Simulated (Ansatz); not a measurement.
# Sb2Mo (MoS2 1H type): how the settings move a single-point run

How sensitive is a single-point run of Sb2Mo (MoS2 1H type) to its settings? A reference run comes first, then one run with altered input.

Program: Ansatz 0.2.0. Level of theory: reference: DFT, r2SCAN, PAW with Ansatz's default frozen-core files, scalar-relativistic. These are calculated values, not measurements.

## Step 1: The structure to begin with

The structure is hexagonal, space group P-6m2 (No. 187). Conventional cell: a = 3.716 Å, b = 3.716 Å, c = 6.144 Å, α = 90.00°, β = 90.00°, γ = 120.00°. Mo (site symmetry -6m2) is surrounded by 6 Sb at 2.71 Å. Around Sb (site symmetry 3m) lie 3 Mo at 2.71 Å and 1 Sb at 2.84 Å.

As a file:

```cif
data_structure
_symmetry_space_group_name_H-M 'P 1'
_symmetry_Int_Tables_number 1
_cell_length_a 3.7162
_cell_length_b 3.7162
_cell_length_c 6.1444
_cell_angle_alpha 90.000
_cell_angle_beta 90.000
_cell_angle_gamma 120.000
_cell_volume 73.49
loop_
_atom_site_label
_atom_site_type_symbol
_atom_site_fract_x
_atom_site_fract_y
_atom_site_fract_z
_atom_site_occupancy
Mo1 Mo 0.00000 0.00000 0.00000 1
Sb1 Sb 0.33333 0.66667 0.26899 1
Sb2 Sb 0.33333 0.66667 0.73101 1
```

## Step 2: The reference run

The input, input.yaml:

```yaml
crystal:
  lattice:
    - [3.7161767096, 0.0, 0.0]
    - [-1.8580883548, 3.2183034355, 0.0]
    - [0.0, 0.0, 6.1443681699]
  atoms:
    - { symbol: Mo, position: [0.0, 0.0, 0.0] }
    - { symbol: Sb, position: [0.3333333333, 0.6666666667, 0.2689865324] }
    - { symbol: Sb, position: [0.3333333333, 0.6666666667, 0.7310134676] }
kpoints:
  mp_grid: { grid: [13, 13, 6] }
  band_path:
    path:
      - [0.0, 0.0, 0.0]
      - [0.5, 0.0, 0.0]
      - [0.3333333333, 0.3333333333, 0.0]
      - [0.0, 0.0, 0.0]
      - [0.0, 0.0, 0.5]
      - [0.5, 0.0, 0.5]
      - [0.3333333333, 0.3333333333, 0.5]
      - [0.0, 0.0, 0.5]
      - [0.5, 0.0, 0.5]
    npoints: 14
scf:
  occupations: { method: fermi_dirac, width: 0.05 }
hamiltonian:
  xc: r2scan
  pseudopotentials: { kind: paw }
output:
  forces: true
  stress: true
  eigenvalues: true
  efg: { contact_densities: true }
  populations: true
  bader: true
  dos: { projected: true, de: 0.2, e_range: [-14, 8] }
  write_density: true
  write_potential: true
  elf: true
  volumetric_format: npy
```

Started as:

```bash
ansatz run input.yaml --threads 1 --pin off --max-ram 3072MiB --backend cpu --events-out ev --progress --plain --runs-dir out
```

## Step 3: Changing settings: eigensolver.kind davidson, scf.algorithm density_mixing, basis.precision f64, ecutrho_ratio 4

Edit input.yaml of step 2 so:

```diff
@@ -25,2 +25,4 @@
   occupations: { method: fermi_dirac, width: 0.05 }
+  eigensolver: { kind: davidson }
+  algorithm: density_mixing
 hamiltonian:
@@ -34,4 +36,2 @@
   populations: true
-  bader: true
-  dos: { projected: true, de: 0.2, e_range: [-14, 8] }
   write_density: true
@@ -40 +40,4 @@
   volumetric_format: npy
+basis:
+  precision: f64
+  ecutrho_ratio: 4
```

**Question.** What will these runs give? Wanted: for each run, ending; energy change; pressure; gap; force.

As calculated:

```csv
run,ending,energy change,pressure (GPa),gap (eV),force (eV/Å),cycles,time
reference,converged,0,0.0,0.08,0.00,8,69 s
"1: eigensolver.kind davidson, scf.algorithm density_mixing, basis.precision f64, ecutrho_ratio 4",converged,0.0 meV/atom,0.0,0.08,0.00,8,60 s
```

Times don't compare one to one where runs were asked for different outputs or read a saved state (see the inputs); cycles may leave out searches for a lower state.

Residual by cycle in the longest SCF loop of each run; runs are numbered as in the table. The quantity is the density residual dr2, in eV.

```csv
cycle,reference,run 1
1,0.0272,0.0272
2,0.00595,0.00586
3,0.0014,0.0013
4,5.9e-5,7.0e-5
5,1.6e-5,1.9e-5
6,3.4e-6,2.4e-6
7,1.8e-7,1.6e-7
8,1.0e-8,1.9e-8
```

What this shows: Energy and cycle count are those of the reference, so the change (solver and arithmetic precision) left the result and the number of cycles as they were. The reference has no spin polarisation; with Mo present, a magnetic state may lie lower.
